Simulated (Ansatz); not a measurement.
# CHGeO: the cost of one run

Program: Ansatz 0.2.0, Gaussian basis. Level of theory: cc-pVDZ, all electrons in the functionals, frozen cores in the correlation of double hybrids and RPA. These are calculated values, not measurements.

To be run: wB97M-V, B2PLYP, RPA-PBE, at charge 0, doublet; charge 0, quartet; charge 1, singlet; charge 1, triplet; displaced geometry v1; displaced geometry v2.

20 further runs of the same task are left out: 10 that didn't finish, 10 set aside as unsound or not needed.

## (1) What is computed

The geometry is a PBE0/def2-TZVP stationary point (not a proven minimum). No spin-orbit coupling is included. The filled d shell of Ge may be among the frozen orbitals whatever the setting's name suggests; the logs give the count.

4 atoms, charge 0, spin multiplicity 2.

Atoms are counted from 1 here; the program's logs count them from 0.

Bond lengths: Ge1–C2 1.774 Å, C2–O3 1.290 Å, O3–H4 0.971 Å. Angles: Ge1–C2–O3 175.6°, C2–O3–H4 111.6°.

No dispersion term is added; wB97M-V holds VV10 nonlocal correlation.

The geometry shown and the zero of energy belong to the point charge 0, doublet. The yardstick, UCCSDT(Q), and other wave-function levels (R restricted, U unrestricted, valence and pair active spaces) come from earlier runs.

## (2) wB97M-V, charge 0, doublet

in.yaml reads:

```yaml
crystal:
  periodic: [false, false, false]
  atoms:
    - {symbol: Ge, position_ang: [-0.000004, -0.160430, 2.081234]}
    - {symbol: C, position_ang: [0.000037, -0.167331, 0.306926]}
    - {symbol: O, position_ang: [-0.000016, -0.271400, -0.979246]}
    - {symbol: H, position_ang: [-0.000016, 0.599161, -1.408914]}
basis:
  gaussian: {orbitals: cc-pVDZ}
magnetization: {spin_polarized: true, initial_magnetization: 1}
hamiltonian: {xc: {name: wB97M-V}}
output: {forces: true, orbitals: {seedname: orbitals}}
```

Run with:

```
$ ansatz run in.yaml --threads 1 --pin off --events-out ev --progress --plain --max-ram 2393MiB
```

**Question.** How long does this run take on 1 thread of Arm Neoverse V2, shared host?

About 16 s.
